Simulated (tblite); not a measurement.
# C7H14BBr: the cost of one run

Computed with tblite 0.8.0 and PySCF 2.14.0, with density-fitted response routines of our own, on a single molecule in the gas phase. Atoms are numbered from 0 throughout.

**1. Starting geometry**

23 atoms, charge 0, multiplicity 1; geometry from: force field or distance geometry start.

Bonds of the start (Å): B0–C1 1.61, C1–C2 1.55, C2–Br3 1.95, C2–C4 1.55, C4–C5 1.54, C4–C6 1.54, C1–C7 1.52, C7–C8 1.53, C8–C1 1.51, B0–H9 1.18, B0–H10 1.19, C2–H11 1.11, C4–H12 1.11, C5–H13 1.11, C5–H14 1.11, C5–H15 1.12, C6–H16 1.11, C6–H17 1.11, C6–H18 1.11, C7–H19 1.11, C7–H20 1.11, C8–H21 1.11, C8–H22 1.11.

**2. Relaxing the molecule with GFN2-xTB**

Job settings and geometry (Å):

```
{"job": {"kind": "relax", "xc": "GFN2-xTB", "basis": "xTB"}, "charge": 0, "multiplicity": 1}
B     -1.574700    -0.974300     1.338000
C     -1.262600    -0.087100     0.029500
C     -0.021000    -0.430200    -0.840800
Br    -0.351600    -2.146400    -1.704700
C      1.304700    -0.438800    -0.040700
C      2.498600    -0.706900    -0.977500
C      1.539200     0.892000     0.692100
C     -1.692900     1.373600     0.086900
C     -2.489700     0.359600    -0.732400
H     -1.207100    -0.620800     2.404500
H     -2.134500    -2.013200     1.224000
H      0.055900     0.313600    -1.666200
H      1.265100    -1.252100     0.716400
H      2.433500    -1.711300    -1.442300
H      2.554600     0.068700    -1.775900
H      3.449300    -0.681600    -0.384200
H      2.525700     0.881500     1.210600
H      0.766100     1.037100     1.478600
H      1.512700     1.747600    -0.006900
H     -2.211500     1.699500     1.015900
H     -1.112900     2.083200    -0.533700
H     -2.373200     0.499500    -1.828400
H     -3.478400     0.133900    -0.273000
```

The run is started by

```bash
$ OMP_NUM_THREADS=1 python probes_run.py task.json out
```

One launch serves the whole session: the jobs run in the order shown.

Q: Estimate the wall time and peak memory of this first job on 1 thread of Arm Neoverse N1, shared host.

About 1.8 s, with a peak of 0.18 GiB.
